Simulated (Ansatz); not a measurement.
# CH4ClNOSi: up Jacob's ladder to CCSD(T)

One table from this session's results is given with a row withheld; the runs are named, their logs left out.

The runs use Ansatz 0.2.0, Gaussian basis; functionals in def2-TZVPP, the program's frozen cores in correlated methods.

The runs, in order: PBE-D4, r2SCAN-D4, PBE0-D4, B3LYP-D4, ωB97X-V, ωB97M-V, B2PLYP; CCSD(T)/def2-TZVPP; MP2/def2-QZVPP; extrapolation to the limit.

## Structure used throughout

An earlier PBE0-D4 in a triple-zeta def2 set relaxation fixed the geometry.

9 atoms, charge 0, spin multiplicity 1.

Atoms are counted from 1 here; the program's logs count them from 0.

Bond lengths: O1–C2 1.331 Å, O1–H6 0.969 Å, C2–N3 1.256 Å, C2–H7 1.094 Å, N3–Si4 1.707 Å, Si4–Cl5 2.069 Å, Si4–H8 1.478 Å, Si4–H9 1.478 Å. Angles: C2–O1–H6 107.1°, O1–C2–N3 123.3°, O1–C2–H7 110.4°, N3–C2–H7 126.4°, C2–N3–Si4 128.3°, N3–Si4–Cl5 112.5°, N3–Si4–H8 109.3°, N3–Si4–H9 109.3°, Cl5–Si4–H8 107.2°, Cl5–Si4–H9 107.2°, H8–Si4–H9 111.3°.

The first run:

Contents of in.yaml:

```yaml
crystal:
  periodic: [false, false, false]
  atoms:
    - {symbol: O, position_ang: [2.070321, 0.809829, -1.068361]}
    - {symbol: C, position_ang: [1.161437, 0.258918, -0.266398]}
    - {symbol: N, position_ang: [-0.071344, 0.278159, -0.506256]}
    - {symbol: Si, position_ang: [-1.340910, -0.381674, 0.424100]}
    - {symbol: Cl, position_ang: [-0.663051, -1.309541, 2.144219]}
    - {symbol: H, position_ang: [1.592452, 1.196062, -1.817375]}
    - {symbol: H, position_ang: [1.646097, -0.195736, 0.602294]}
    - {symbol: H, position_ang: [-2.254909, 0.702014, 0.843555]}
    - {symbol: H, position_ang: [-2.051593, -1.404232, -0.372778]}
basis:
  gaussian: {orbitals: def2-TZVPP}
hamiltonian: {xc: pbe, dispersion: d4}
output: {forces: true, orbitals: {seedname: orbitals}}
```

Command:

```bash
> ansatz run in.yaml --threads 4 --pin off --events-out ev --progress --plain --max-ram 10444MiB
```

Steps of the session up to this table: PBE-D4 (GGA); r2SCAN-D4 (meta-GGA); PBE0-D4 (hybrid); B3LYP-D4 (hybrid); ωB97X-V (range-separated); ωB97M-V (range-separated); B2PLYP (double hybrid); CCSD(T) in def2-TZVPP; MP2 in def2-QZVPP.

One of the session's tables, all rows but one given; the rest of the session is left out.

```
            method  atomisation energy (kJ/mol)
            PBE-D4                       3430.2
         r2SCAN-D4                       3348.5
           PBE0-D4                       3340.4
          B3LYP-D4                       3338.3
           ωB97X-V                       3359.5
           ωB97M-V                       3359.7
            B2PLYP                            ?
     HF/def2-TZVPP                       2308.0
    MP2/def2-TZVPP                       3315.4
   CCSD/def2-TZVPP                       3163.3
CCSD(T)/def2-TZVPP                       3228.4
           MP2/CBS                       3426.4
       CCSD(T)/CBS                       3339.4
```

Estimate the missing values for B2PLYP.

As computed: atomisation energy (kJ/mol): 3302.3. In the column «atomisation energy (kJ/mol)» it lies between CCSD(T)/def2-TZVPP (3228.4) and MP2/def2-TZVPP (3315.4).

Among the levels timed on like hardware and quicker than the yardstick, those that no quicker one beats, quickest first: PBE-D4 (1.7 s, +90.8 kJ/mol); PBE0-D4 (2.3 s, +1.0 kJ/mol).

B2PLYP carry no dispersion term (for B3LYP, D4 adds 32.4 kJ/mol).
